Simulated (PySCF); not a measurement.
**A gas-phase reaction: FHOZn + BrH → BrHOZn + FH**

What reaction energy should one expect for `[OH][Zn][F]` + `Br` → `[OH][Zn][Br]` + `F`?

Computed with PySCF 2.14.0; each step states its level. No surroundings beyond the atoms listed, unless a continuum is named. Atoms count from 0, parts from 1.

## 1. The system as given

Each species was relaxed by itself at PBE0-D3(BJ)/def2-SVPD.

## 2. Energies of the species: wB97M-D3(BJ)/def2-TZVPD

Job settings and geometry (Å):

```
{"job": {"kind": "react", "xc": "wB97M-D3(BJ)", "basis": "def2-TZVPD"}, "charge": 0, "multiplicity": 1}
-1 FHOZn charge 0 multiplicity 1
O     -0.800830     0.073250     0.920570
Zn     0.201610     0.137720    -0.535080
F      1.107690     0.283310    -2.024030
H     -0.508470    -0.494290     1.638540

-1 BrH charge 0 multiplicity 1
Br     0.715060     0.005120     0.002670
H     -0.708660    -0.001920    -0.003070

+1 BrHOZn charge 0 multiplicity 1
O     -0.963270    -0.940410     0.005900
Zn     0.406410     0.182560     0.168770
Br     2.183200     1.505650     0.487230
H     -1.626340    -0.747800    -0.661900

+1 FH charge 0 multiplicity 1
F      0.459670    -0.013520    -0.014500
H     -0.459670     0.013520     0.014500
```

Level: wB97M-D3(BJ)/def2-TZVPD reaction energy of separated species, gas phase.

On the command line:

```
$ OMP_NUM_THREADS=1 python cluster_run.py task.json out
```

The driver reads the jobs from task.json and runs them one after another.

The log of the run:

```text
species 1 (FHOZn)
coarse grid: 20392 points
cycle   1  E = -1955.0479032131  dE = -2.508e-01  |g| = 1.220e+00  |ddm| = 1.739e+00
cycle   2  E = -1954.8568804938  dE =  1.910e-01  |g| = 1.948e+00  |ddm| = 1.653e+00
cycle   3  E = -1955.2518211193  dE = -3.949e-01  |g| = 1.014e-01  |ddm| = 8.784e-01
cycle   4  E = -1955.2530369461  dE = -1.216e-03  |g| = 6.284e-02  |ddm| = 7.548e-02
cycle   5  E = -1955.2534474589  dE = -4.105e-04  |g| = 1.098e-02  |ddm| = 3.155e-02
cycle   6  E = -1955.2534955229  dE = -4.806e-05  |g| = 2.549e-03  |ddm| = 1.823e-02
cycle   7  E = -1955.2535000339  dE = -4.511e-06  |g| = 1.738e-03  |ddm| = 6.370e-03
final grid: 41224 points
cycle   8  E = -1955.2533971594  dE = -3.600e-07  |g| = 2.157e-03  |ddm| = 2.788e-03
cycle   9  E = -1955.2533967653  dE =  3.942e-07  |g| = 2.954e-03  |ddm| = 1.921e-03
cycle  10  E = -1955.2533978519  dE = -1.087e-06  |g| = 1.782e-04  |ddm| = 1.147e-03
cycle  11  E = -1955.2533978608  dE = -8.884e-09  |g| = 1.447e-04  |ddm| = 1.606e-04
cycle  12  E = -1955.2533978672  dE = -6.410e-09  |g| = 1.618e-05  |ddm| = 2.884e-04
cycle  13  E = -1955.2533978672  dE = -6.958e-11  |g| = 1.066e-05  |ddm| = 2.760e-05
converged SCF energy = -1955.2533978672

species 2 (BrH)
coarse grid: 9808 points
cycle   1  E = -2574.7444817529  dE = -1.115e+00  |g| = 2.814e-01  |ddm| = 9.887e-01
cycle   2  E = -2574.7574488162  dE = -1.297e-02  |g| = 1.487e-01  |ddm| = 2.655e-01
cycle   3  E = -2574.7608846145  dE = -3.436e-03  |g| = 8.656e-03  |ddm| = 8.708e-02
cycle   4  E = -2574.7609219793  dE = -3.736e-05  |g| = 2.523e-03  |ddm| = 1.268e-02
cycle   5  E = -2574.7609264097  dE = -4.430e-06  |g| = 6.497e-04  |ddm| = 4.934e-03
final grid: 18448 points
cycle   6  E = -2574.7609111036  dE = -1.922e-07  |g| = 3.884e-04  |ddm| = 9.237e-04
cycle   7  E = -2574.7609111312  dE = -2.763e-08  |g| = 2.729e-04  |ddm| = 3.936e-04
cycle   8  E = -2574.7609111383  dE = -7.076e-09  |g| = 3.379e-05  |ddm| = 1.359e-04
cycle   9  E = -2574.7609111393  dE = -1.020e-09  |g| = 1.120e-05  |ddm| = 6.293e-05
cycle  10  E = -2574.7609111394  dE = -6.548e-11  |g| = 1.703e-06  |ddm| = 1.292e-05
converged SCF energy = -2574.7609111394

species 3 (BrHOZn)
coarse grid: 22424 points
cycle   1  E = -4429.3693940171  dE = -1.193e+00  |g| = 1.110e+00  |ddm| = 1.843e+00
cycle   2  E = -4429.2004525469  dE =  1.689e-01  |g| = 1.770e+00  |ddm| = 1.590e+00
cycle   3  E = -4429.5372345707  dE = -3.368e-01  |g| = 7.478e-02  |ddm| = 8.661e-01
cycle   4  E = -4429.5382732147  dE = -1.039e-03  |g| = 2.881e-02  |ddm| = 9.126e-02
cycle   5  E = -4429.5384176149  dE = -1.444e-04  |g| = 1.802e-02  |ddm| = 2.991e-02
cycle   6  E = -4429.5384759529  dE = -5.834e-05  |g| = 3.711e-03  |ddm| = 1.338e-02
cycle   7  E = -4429.5384833926  dE = -7.440e-06  |g| = 1.063e-03  |ddm| = 9.210e-03
final grid: 42696 points
cycle   8  E = -4429.5383582039  dE = -8.030e-07  |g| = 5.668e-04  |ddm| = 2.431e-03
cycle   9  E = -4429.5383583312  dE = -1.273e-07  |g| = 3.986e-04  |ddm| = 1.280e-03
cycle  10  E = -4429.5383583630  dE = -3.178e-08  |g| = 1.089e-04  |ddm| = 2.533e-04
cycle  11  E = -4429.5383583728  dE = -9.781e-09  |g| = 8.329e-05  |ddm| = 3.095e-04
cycle  12  E = -4429.5383583748  dE = -2.010e-09  |g| = 2.056e-05  |ddm| = 1.333e-04
cycle  13  E = -4429.5383583748  dE = -5.821e-11  |g| = 6.562e-06  |ddm| = 1.656e-05
converged SCF energy = -4429.5383583748

species 4 (FH)
coarse grid: 7776 points
cycle   1  E = -100.4688158072  dE = -9.408e-02  |g| = 4.644e-01  |ddm| = 6.197e-01
cycle   2  E = -100.4724966863  dE = -3.681e-03  |g| = 5.038e-01  |ddm| = 3.808e-01
cycle   3  E = -100.5053106103  dE = -3.281e-02  |g| = 2.574e-02  |ddm| = 1.678e-01
cycle   4  E = -100.5053865888  dE = -7.598e-05  |g| = 5.007e-03  |ddm| = 1.077e-02
cycle   5  E = -100.5053912301  dE = -4.641e-06  |g| = 4.334e-04  |ddm| = 3.766e-03
final grid: 16976 points
cycle   6  E = -100.5053936953  dE = -6.400e-08  |g| = 1.066e-04  |ddm| = 8.220e-04
cycle   7  E = -100.5053936987  dE = -3.444e-09  |g| = 8.195e-05  |ddm| = 2.182e-04
cycle   8  E = -100.5053936996  dE = -8.779e-10  |g| = 2.043e-05  |ddm| = 3.748e-05
converged SCF energy = -100.5053936996

Reaction energy = -18.652 kcal/mol
```

It took 15 s on 1 thread of Arm Neoverse V1, shared host; peak memory 0.55 GiB.

Species by species (with the dispersion term, which the log's SCF energies lack):

```tsv
ν	species	energy (Eh)	HOMO (eV)
-1	[OH][Zn][F]	-1955.25522	-11.41
-1	Br	-2574.76148	-11.15
+1	[OH][Zn][Br]	-4429.54078	-10.76
+1	F	-100.50563	-14.54
```

## 3. Energies of the species: PBE0-D3(BJ)/def2-TZVPD

Same as in step 2 but for these lines:

```diff
@@ -1,2 +1,2 @@
-{"job": {"kind": "react", "xc": "wB97M-D3(BJ)", "basis": "def2-TZVPD"}, "charge": 0, "multiplicity": 1}
+{"job": {"kind": "react", "xc": "PBE0", "basis": "def2-TZVPD", "disp": "d3bj"}, "charge": 0, "multiplicity": 1}
 -1 FHOZn charge 0 multiplicity 1
```

Level: PBE0-D3(BJ)/def2-TZVPD reaction energy of separated species, gas phase.

The log of the run:

```text
species 1 (FHOZn)
coarse grid: 20392 points
cycle   1  E = -1954.5080114317  dE = -1.291e-01  |g| = 1.371e+00  |ddm| = 1.811e+00
cycle   2  E = -1953.5127078768  dE =  9.953e-01  |g| = 2.987e+00  |ddm| = 2.705e+00
cycle   3  E = -1954.7641270803  dE = -1.251e+00  |g| = 1.484e-01  |ddm| = 1.993e+00
cycle   4  E = -1954.7617501032  dE =  2.377e-03  |g| = 2.029e-01  |ddm| = 1.806e-01
cycle   5  E = -1954.7676748910  dE = -5.925e-03  |g| = 1.346e-02  |ddm| = 9.294e-02
cycle   6  E = -1954.7676913829  dE = -1.649e-05  |g| = 9.636e-03  |ddm| = 1.093e-02
cycle   7  E = -1954.7677048475  dE = -1.346e-05  |g| = 2.511e-03  |ddm| = 5.017e-03
cycle   8  E = -1954.7677055345  dE = -6.870e-07  |g| = 1.684e-04  |ddm| = 1.112e-03
final grid: 41224 points
cycle   9  E = -1954.7676929175  dE = -2.334e-07  |g| = 1.662e-04  |ddm| = 1.142e-03
cycle  10  E = -1954.7676929132  dE =  4.276e-09  |g| = 2.657e-04  |ddm| = 1.588e-04
cycle  11  E = -1954.7676929203  dE = -7.087e-09  |g| = 3.875e-05  |ddm| = 1.219e-04
cycle  12  E = -1954.7676929204  dE = -1.291e-10  |g| = 1.262e-05  |ddm| = 2.519e-05
converged SCF energy = -1954.7676929204

species 2 (BrH)
coarse grid: 9808 points
cycle   1  E = -2574.4494535655  dE = -1.081e+00  |g| = 2.724e-01  |ddm| = 1.042e+00
cycle   2  E = -2574.4540918231  dE = -4.638e-03  |g| = 1.699e-01  |ddm| = 2.601e-01
cycle   3  E = -2574.4588661923  dE = -4.774e-03  |g| = 3.007e-02  |ddm| = 1.194e-01
cycle   4  E = -2574.4590976759  dE = -2.315e-04  |g| = 4.156e-03  |ddm| = 2.212e-02
cycle   5  E = -2574.4591016784  dE = -4.002e-06  |g| = 1.311e-03  |ddm| = 4.270e-03
final grid: 18448 points
cycle   6  E = -2574.4591028034  dE = -7.035e-08  |g| = 1.375e-03  |ddm| = 2.024e-03
cycle   7  E = -2574.4591028178  dE = -1.432e-08  |g| = 1.399e-03  |ddm| = 1.791e-03
cycle   8  E = -2574.4591030387  dE = -2.209e-07  |g| = 5.149e-05  |ddm| = 8.398e-04
cycle   9  E = -2574.4591030393  dE = -6.721e-10  |g| = 1.026e-05  |ddm| = 4.413e-05
converged SCF energy = -2574.4591030393

species 3 (BrHOZn)
coarse grid: 22424 points
cycle   1  E = -4428.6558907596  dE = -1.123e+00  |g| = 1.255e+00  |ddm| = 1.928e+00
cycle   2  E = -4427.6476997221  dE =  1.008e+00  |g| = 2.831e+00  |ddm| = 2.789e+00
cycle   3  E = -4428.8469439827  dE = -1.199e+00  |g| = 3.086e-01  |ddm| = 2.183e+00
cycle   4  E = -4428.8566463188  dE = -9.702e-03  |g| = 2.374e-01  |ddm| = 3.183e-01
cycle   5  E = -4428.8635785976  dE = -6.932e-03  |g| = 2.060e-02  |ddm| = 9.715e-02
cycle   6  E = -4428.8636493109  dE = -7.071e-05  |g| = 8.941e-03  |ddm| = 2.672e-02
cycle   7  E = -4428.8636654173  dE = -1.611e-05  |g| = 3.320e-03  |ddm| = 1.100e-02
cycle   8  E = -4428.8636674370  dE = -2.020e-06  |g| = 1.512e-04  |ddm| = 2.680e-03
final grid: 42696 points
cycle   9  E = -4428.8636520377  dE = -1.978e-07  |g| = 1.551e-04  |ddm| = 1.480e-03
cycle  10  E = -4428.8636520319  dE =  5.766e-09  |g| = 2.872e-04  |ddm| = 2.511e-04
cycle  11  E = -4428.8636520413  dE = -9.361e-09  |g| = 2.408e-05  |ddm| = 1.478e-04
cycle  12  E = -4428.8636520413  dE = -5.002e-11  |g| = 1.017e-05  |ddm| = 2.329e-05
converged SCF energy = -4428.8636520413

species 4 (FH)
coarse grid: 1712 points
cycle   1  E = -100.3541305940  dE = -3.605e-02  |g| = 4.958e-01  |ddm| = 6.253e-01
cycle   2  E = -100.3146111146  dE =  3.952e-02  |g| = 7.430e-01  |ddm| = 5.125e-01
cycle   3  E = -100.3938547813  dE = -7.924e-02  |g| = 2.284e-02  |ddm| = 2.892e-01
cycle   4  E = -100.3939303406  dE = -7.556e-05  |g| = 4.205e-03  |ddm| = 9.787e-03
cycle   5  E = -100.3939323246  dE = -1.984e-06  |g| = 3.556e-04  |ddm| = 1.247e-03
final grid: 16976 points
cycle   6  E = -100.3948397691  dE = -1.858e-05  |g| = 4.000e-03  |ddm| = 7.532e-03
cycle   7  E = -100.3948378404  dE =  1.929e-06  |g| = 5.503e-03  |ddm| = 3.355e-03
cycle   8  E = -100.3948419364  dE = -4.096e-06  |g| = 9.898e-05  |ddm| = 2.015e-03
cycle   9  E = -100.3948419377  dE = -1.271e-09  |g| = 1.774e-05  |ddm| = 3.913e-05
cycle  10  E = -100.3948419377  dE = -4.758e-11  |g| = 3.061e-06  |ddm| = 1.024e-05
converged SCF energy = -100.3948419377

Reaction energy = -20.311 kcal/mol
```

Wall time 7.9 s (1 thread of Arm Neoverse V1, shared host); peak memory 0.53 GiB.

Reaction energy at this level: -20.31 kcal/mol.

## 4. Reaction energy: MP2/def2-TZVPD

Same as in step 3 but for these lines:

```diff
@@ -1,2 +1,2 @@
-{"job": {"kind": "react", "xc": "PBE0", "basis": "def2-TZVPD", "disp": "d3bj"}, "charge": 0, "multiplicity": 1}
+{"job": {"kind": "react", "xc": "MP2", "basis": "def2-TZVPD"}, "charge": 0, "multiplicity": 1}
 -1 FHOZn charge 0 multiplicity 1
```

Level: MP2/def2-TZVPD reaction energy of separated species, gas phase.

The log of the run:

```text
species 1 (FHOZn)
final grid: 41224 points
cycle   1  E = -1952.7008737988  dE = -4.463e-01  |g| = 8.040e-01  |ddm| = 1.716e+00
cycle   2  E = -1952.7528196448  dE = -5.195e-02  |g| = 7.100e-01  |ddm| = 7.526e-01
cycle   3  E = -1952.8108722779  dE = -5.805e-02  |g| = 8.003e-02  |ddm| = 2.770e-01
cycle   4  E = -1952.8116157662  dE = -7.435e-04  |g| = 3.935e-02  |ddm| = 5.364e-02
cycle   5  E = -1952.8118549600  dE = -2.392e-04  |g| = 8.113e-03  |ddm| = 3.368e-02
cycle   6  E = -1952.8118847619  dE = -2.980e-05  |g| = 2.518e-03  |ddm| = 1.399e-02
cycle   7  E = -1952.8118892623  dE = -4.500e-06  |g| = 1.116e-03  |ddm| = 5.307e-03
cycle   8  E = -1952.8118898055  dE = -5.432e-07  |g| = 3.948e-04  |ddm| = 1.424e-03
cycle   9  E = -1952.8118898810  dE = -7.545e-08  |g| = 7.893e-05  |ddm| = 5.137e-04
cycle  10  E = -1952.8118898863  dE = -5.351e-09  |g| = 2.594e-05  |ddm| = 1.849e-04
cycle  11  E = -1952.8118898868  dE = -5.080e-10  |g| = 8.707e-06  |ddm| = 6.185e-05
converged SCF energy = -1952.8118898868

species 2 (BrH)
final grid: 18448 points
cycle   1  E = -2572.9852622911  dE = -1.144e+00  |g| = 2.202e-01  |ddm| = 9.640e-01
cycle   2  E = -2572.9999186457  dE = -1.466e-02  |g| = 7.760e-02  |ddm| = 2.157e-01
cycle   3  E = -2573.0014424167  dE = -1.524e-03  |g| = 1.588e-02  |ddm| = 5.815e-02
cycle   4  E = -2573.0016143160  dE = -1.719e-04  |g| = 5.005e-03  |ddm| = 1.886e-02
cycle   5  E = -2573.0016334417  dE = -1.913e-05  |g| = 1.691e-03  |ddm| = 6.805e-03
cycle   6  E = -2573.0016348447  dE = -1.403e-06  |g| = 3.418e-04  |ddm| = 2.059e-03
cycle   7  E = -2573.0016349183  dE = -7.363e-08  |g| = 5.979e-05  |ddm| = 6.414e-04
cycle   8  E = -2573.0016349197  dE = -1.424e-09  |g| = 8.468e-06  |ddm| = 8.660e-05
cycle   9  E = -2573.0016349198  dE = -6.548e-11  |g| = 1.310e-06  |ddm| = 1.889e-05
converged SCF energy = -2573.0016349198

species 3 (BrHOZn)
final grid: 42696 points
cycle   1  E = -4425.6943193738  dE = -1.314e+00  |g| = 6.828e-01  |ddm| = 1.798e+00
cycle   2  E = -4425.7352254167  dE = -4.091e-02  |g| = 6.266e-01  |ddm| = 7.077e-01
cycle   3  E = -4425.7817512909  dE = -4.653e-02  |g| = 6.783e-02  |ddm| = 2.726e-01
cycle   4  E = -4425.7825338260  dE = -7.825e-04  |g| = 3.453e-02  |ddm| = 6.907e-02
cycle   5  E = -4425.7827547880  dE = -2.210e-04  |g| = 8.869e-03  |ddm| = 3.543e-02
cycle   6  E = -4425.7827840142  dE = -2.923e-05  |g| = 2.370e-03  |ddm| = 1.284e-02
cycle   7  E = -4425.7827883141  dE = -4.300e-06  |g| = 7.261e-04  |ddm| = 5.928e-03
cycle   8  E = -4425.7827886944  dE = -3.803e-07  |g| = 2.528e-04  |ddm| = 1.406e-03
cycle   9  E = -4425.7827887281  dE = -3.362e-08  |g| = 7.609e-05  |ddm| = 3.891e-04
cycle  10  E = -4425.7827887312  dE = -3.178e-09  |g| = 2.635e-05  |ddm| = 1.232e-04
cycle  11  E = -4425.7827887318  dE = -5.293e-10  |g| = 7.964e-06  |ddm| = 6.598e-05
converged SCF energy = -4425.7827887318

species 4 (FH)
final grid: 16976 points
cycle   1  E = -100.0371194242  dE = -1.649e-01  |g| = 4.007e-01  |ddm| = 6.032e-01
cycle   2  E = -100.0578872655  dE = -2.077e-02  |g| = 2.336e-01  |ddm| = 2.533e-01
cycle   3  E = -100.0646337989  dE = -6.747e-03  |g| = 2.356e-02  |ddm| = 8.092e-02
cycle   4  E = -100.0647512316  dE = -1.174e-04  |g| = 6.199e-03  |ddm| = 1.253e-02
cycle   5  E = -100.0647669445  dE = -1.571e-05  |g| = 1.459e-03  |ddm| = 5.122e-03
cycle   6  E = -100.0647682176  dE = -1.273e-06  |g| = 2.290e-04  |ddm| = 1.848e-03
cycle   7  E = -100.0647682520  dE = -3.439e-08  |g| = 1.958e-05  |ddm| = 4.211e-04
cycle   8  E = -100.0647682521  dE = -1.846e-10  |g| = 2.360e-06  |ddm| = 2.495e-05
converged SCF energy = -100.0647682521

Reaction energy = -18.884 kcal/mol
```

Wall time 4.8 s (1 thread of Arm Neoverse V1, shared host); peak memory 0.51 GiB.

Reaction energy at this level: -18.88 kcal/mol.

## 5. Comparing the runs

Energies in kcal/mol, with wall time:

```tsv
run	reaction	time
wB97M-D3(BJ)/def2-TZVPD	-18.65	15 s
PBE0-D3(BJ)/def2-TZVPD	-20.31	7.9 s
MP2/def2-TZVPD	-18.88	4.8 s
```

## 6. Results

| quantity | value |
| --- | --- |
| reaction energy (wB97M-D3(BJ)/def2-TZVPD) | -18.65 kcal/mol |
| ΔH, ΔG at 298 K (xTB thermal terms) | -16.8, -16.5 kcal/mol |
| range of the reaction energy over the runs of this table | -20.31 to -18.65 kcal/mol |

The reaction is exothermic by 16.8 kcal/mol in the gas phase; dispersion gives -0.18, and xTB itself gave -7.37 for the electronic energy (xTB energies and thermal terms come from the earlier relaxation of each species, not shown). No barrier was sought. xTB and this level differ widely in the electronic energy, so what comes from xTB (the thermal terms above all) is less safe here. The reaction energy runs from -20.31 (PBE0-D3(BJ)/def2-TZVPD) to -18.65 kcal/mol (wB97M-D3(BJ)/def2-TZVPD).
